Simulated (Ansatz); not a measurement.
# C2H6OSeSi: the cost of one run

Method: functionals in def2-TZVPP, the program's frozen cores in correlated methods; program: Ansatz 0.2.0, Gaussian basis.

The runs, in order: PBE-D4, r2SCAN-D4, PBE0-D4, B3LYP-D4, ωB97X-V, ωB97M-V, B2PLYP; CCSD(T)/def2-TZVPP; MP2/def2-QZVPP; extrapolation to the limit.

### 1 Structure used throughout

All runs share one geometry, relaxed beforehand with PBE0-D4 in a triple-zeta def2 set.

SMILES `C[SiH2][Se]C=O`, 11 atoms, charge 0, spin multiplicity 1.

Atoms are counted from 1 here; the program's logs count them from 0.

Bond lengths: C1–Si2 1.863 Å, C1–H6 1.093 Å, C1–H7 1.092 Å, C1–H8 1.092 Å, Si2–Se3 2.291 Å, Si2–H9 1.484 Å, Si2–H10 1.490 Å, Se3–C4 1.943 Å, C4–O5 1.187 Å, C4–H11 1.105 Å. Angles: Si2–C1–H6 110.3°, Si2–C1–H7 110.7°, Si2–C1–H8 110.7°, H6–C1–H7 108.2°, H6–C1–H8 108.6°, H7–C1–H8 108.2°, C1–Si2–Se3 111.9°, C1–Si2–H9 110.9°, C1–Si2–H10 111.6°, Se3–Si2–H9 108.2°, Se3–Si2–H10 104.7°, H9–Si2–H10 109.3°, Si2–Se3–C4 97.1°, Se3–C4–O5 122.8°, Se3–C4–H11 112.9°, O5–C4–H11 124.3°.

### 2 PBE-D4 (GGA)

in.yaml

```yaml
crystal:
  periodic: [false, false, false]
  atoms:
    - {symbol: C, position_ang: [-0.789725, 0.292155, 1.743740]}
    - {symbol: Si, position_ang: [0.073386, 0.838976, 0.186074]}
    - {symbol: Se, position_ang: [1.723660, -0.624500, -0.433678]}
    - {symbol: C, position_ang: [0.871790, -1.273707, -2.054614]}
    - {symbol: O, position_ang: [1.354911, -2.110975, -2.743444]}
    - {symbol: H, position_ang: [-1.563981, 1.012901, 2.020381]}
    - {symbol: H, position_ang: [-0.082026, 0.217499, 2.572049]}
    - {symbol: H, position_ang: [-1.256731, -0.684609, 1.604474]}
    - {symbol: H, position_ang: [0.686517, 2.178997, 0.363869]}
    - {symbol: H, position_ang: [-0.858825, 0.872962, -0.975769]}
    - {symbol: H, position_ang: [-0.093578, -0.776698, -2.262382]}
basis:
  gaussian: {orbitals: def2-TZVPP}
hamiltonian: {xc: pbe, dispersion: d4}
output: {forces: true, orbitals: {seedname: orbitals}}
```

Started as:

```sh
> ansatz run in.yaml --threads 4 --pin off --events-out ev --progress --plain --max-ram 10444MiB
```

Q: Estimate wall time and peak memory on 4 threads of Arm Neoverse V1, shared host.

About 3.2 s, with a peak of 0.37 GiB.
